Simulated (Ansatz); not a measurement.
Working through a scan of the Hubbard U of MnSe, space group F-43m

Program: Ansatz's Python interface.

The cells in order, each with its output:

```python
import warnings

import ansatz as az
import numpy as np
```

```python
K_SPACING = 0.24
SMEARING_WIDTH = 0.05
CUTOFF = 510
```

```python
def count_gap(report):
    # lowest empty less highest filled band, counting bands; zero where they overlap
    return max(report.get("gap_by_band_count_ev") or 0.0, 0.0)

warnings.simplefilter("ignore", az.DeckWarning)
```

```python
mnse = (
    az.Lattice.fcc(5.82)
    .space_group(216)
    .atom("Mn", [0.0, 0.0, 0.0])
    .atom("Se", [0.25, 0.25, 0.75])
    .primitive()
    .moments(Mn=5.2)
)
```

```python
mnse.resolved().tree()["lattice"]
```

    ((3.563722185518798e-16, 2.91, 2.91), (2.91, 1.781861092759399e-16, 2.91), (2.91, 2.91, 0.0))

```python
job = (
    mnse.calculation()
    .spin("collinear")
    .functional(az.Functional.PBESOL)
    .kpoints(spacing=K_SPACING)
    .occupations(az.OccupationsMethod.FERMI_DIRAC, width=SMEARING_WIDTH)
    .basis(CUTOFF)
    .band_table()
)
rows = []
for u in [0.0, 2.0, 4.0, 6.0]:
    rep = job.hubbard("Mn", "d", u_eff=u).run(threads=1, backend="cpu").report
    shell = rep["hubbard"]["n_scf"]
    rows.append((u, count_gap(rep), sum(shell) / len(shell), max(abs(m) for m in rep["site_moments_mub"]), rep["n_iterations"]))
print("      U_eff eV  gap by band count eV  Mn d occupation (projector)  largest moment muB      iterations")
for row in rows:
    print(f"{str(row[0]):>14s}  {row[1]:20.3f}  {row[2]:27.4f}  {row[3]:18.3f}  {row[4]:14d}")
```

          U_eff eV  gap by band count eV  Mn d occupation (projector)  largest moment muB      iterations
               0.0                 0.000                       5.3968               4.183              10
               2.0                 0.456                       5.3012               4.339              11
               4.0                 0.710                       5.2408               4.411              12
               6.0                 0.843                       5.1914               4.466              12

From U = 0 to 6 eV the largest site moment goes from 4.18 to 4.47 μB.

Notes:
- The magnetic order follows from the starting moments and needn't be the lowest.
- A gap by band count of zero or less means overlapping bands, a metal.
- With one magnetic atom the cell can hold only ferromagnetic order.
- The structure is a deposited one; some such entries were measured under pressure or heat, so a shift against it needn't be the functional's error alone.
- Levels are Kohn-Sham eigenvalues on this mesh, without spin-orbit coupling.
- Shell occupations and the effect of U depend on the projectors; a run with no .spin step is spin-unpolarised, and each U may end in a state that isn't the lowest.
- Finished in 34 s on 1 thread of AMD EPYC 7R43 64-Core Processor (Zen 3), on a shared host, peak memory 0.53 GiB.
